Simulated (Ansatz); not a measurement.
**C₂H₉BOSi: one species, many methods**

An exercise on one series of results from a longer session: the logs are not shown, and one member is left open.

Method: functionals in def2-TZVPP, the program's frozen cores in correlated methods; program: Ansatz 0.2.0, Gaussian basis.

Plan: LDA (SPW92), PBE-D4, revPBE-D4, BLYP-D4, r2SCAN-D4, B97M-V, PBE0-D4, B3LYP-D4, r2SCANh-D4, r2SCAN0-D4, HSE06-D4, BHLYP-D4, CAM-B3LYP-D4, LC-ωPBE, ωB97X-V, ωB97M-V, B2PLYP, PBE-QIDH; CCSD(T)/def2-SVP; CCSD(T)/def2-TZVPP; MP2/def2-QZVPP; extrapolation to the limit; RPA on PBE.

**The geometry**

All runs share one geometry, relaxed beforehand with PBE0-D4 in a triple-zeta def2 set.

14 atoms, charge 0, spin multiplicity 1.

Atoms are counted from 1 here; the program's logs count them from 0.

Bond lengths: C1–B2 1.576 Å, C1–H6 1.092 Å, C1–H7 1.098 Å, C1–H8 1.095 Å, B2–C3 1.568 Å, B2–O4 1.368 Å, C3–H9 1.094 Å, C3–H10 1.091 Å, C3–H11 1.098 Å, O4–Si5 1.649 Å, Si5–H12 1.481 Å, Si5–H13 1.486 Å, Si5–H14 1.486 Å. Angles: B2–C1–H6 113.1°, B2–C1–H7 108.4°, B2–C1–H8 113.5°, H6–C1–H7 106.6°, H6–C1–H8 108.5°, H7–C1–H8 106.3°, C1–B2–C3 122.1°, C1–B2–O4 120.1°, C3–B2–O4 117.8°, B2–C3–H9 111.7°, B2–C3–H10 113.4°, B2–C3–H11 108.8°, H9–C3–H10 109.3°, H9–C3–H11 105.4°, H10–C3–H11 107.8°, B2–O4–Si5 132.7°, O4–Si5–H12 107.2°, O4–Si5–H13 110.7° and more.

The first run:

Contents of in.yaml:

```yaml
crystal:
  periodic: [false, false, false]
  atoms:
    - {symbol: C, position_ang: [-1.341409, 0.646365, -0.028297]}
    - {symbol: B, position_ang: [-0.252070, -0.486173, 0.087154]}
    - {symbol: C, position_ang: [-0.634124, -1.988400, 0.322058]}
    - {symbol: O, position_ang: [1.075301, -0.176126, -0.031478]}
    - {symbol: Si, position_ang: [1.874528, 1.247207, -0.263742]}
    - {symbol: H, position_ang: [-2.297181, 0.367966, 0.419922]}
    - {symbol: H, position_ang: [-1.536770, 0.832718, -1.092794]}
    - {symbol: H, position_ang: [-1.023939, 1.603510, 0.397449]}
    - {symbol: H, position_ang: [-1.478781, -2.293440, -0.303411]}
    - {symbol: H, position_ang: [0.197431, -2.677000, 0.164687]}
    - {symbol: H, position_ang: [-0.978797, -2.108426, 1.357214]}
    - {symbol: H, position_ang: [3.316806, 0.926621, -0.369845]}
    - {symbol: H, position_ang: [1.415588, 1.909292, -1.512947]}
    - {symbol: H, position_ang: [1.650516, 2.166484, 0.882730]}
basis:
  gaussian: {orbitals: def2-TZVPP}
hamiltonian: {xc: lda}
output: {orbitals: {seedname: orbitals}}
```

Among the steps run: LDA; PBE-D4 (GGA); revPBE-D4 (GGA); BLYP-D4 (GGA); r2SCAN-D4 (meta-GGA); B97M-V (meta-GGA); PBE0-D4 (hybrid); B3LYP-D4 (hybrid); r2SCANh-D4 (hybrid); r2SCAN0-D4 (hybrid); HSE06-D4 (hybrid); BHLYP-D4 (hybrid); CAM-B3LYP-D4 (range-separated); LC-ωPBE-D4 (range-separated; the results give it without D4); ωB97X-V (range-separated); ωB97M-V (range-separated); B2PLYP (double hybrid); PBE-QIDH (double hybrid).

One of the session's tables, all rows but one given; the rest of the session is left out.

It belongs to the step «Orbital energies across the functionals». 

| functional | HOMO (eV) | gap (eV) |
| --- | --- | --- |
| LDA (SPW92) | -6.78 | 5.78 |
| PBE-D4 | -6.67 | 5.91 |
| revPBE-D4 | -6.62 | 5.97 |
| BLYP-D4 | -6.58 | 5.97 |
| r2SCAN-D4 | -6.97 | 6.63 |
| B97M-V | -7.13 | 6.67 |
| PBE0-D4 | -8.10 | 8.35 |
| B3LYP-D4 | ? | ? |
| r2SCANh-D4 | -7.50 | 7.51 |
| r2SCAN0-D4 | -8.30 | 8.83 |
| HSE06-D4 | -7.69 | 7.57 |
| BHLYP-D4 | -9.48 | 10.48 |
| CAM-B3LYP-D4 | -9.54 | 10.67 |
| LC-ωPBE | -10.86 | 13.19 |
| ωB97X-V | -10.53 | 12.67 |
| ωB97M-V | -10.43 | 12.15 |

Q: Estimate the row for B3LYP-D4 from the others.

Worked estimate for «HOMO (eV)». Against the share of exact exchange, BLYP-D4 (0, -6.58), BHLYP-D4 (0.5, -9.48) give a slope of -5.80 per unit share; at 0.2 the line stands at -7.74.

The run gave: HOMO (eV): -7.89; gap (eV): 7.90. In «HOMO (eV)» the line misses by +0.15.
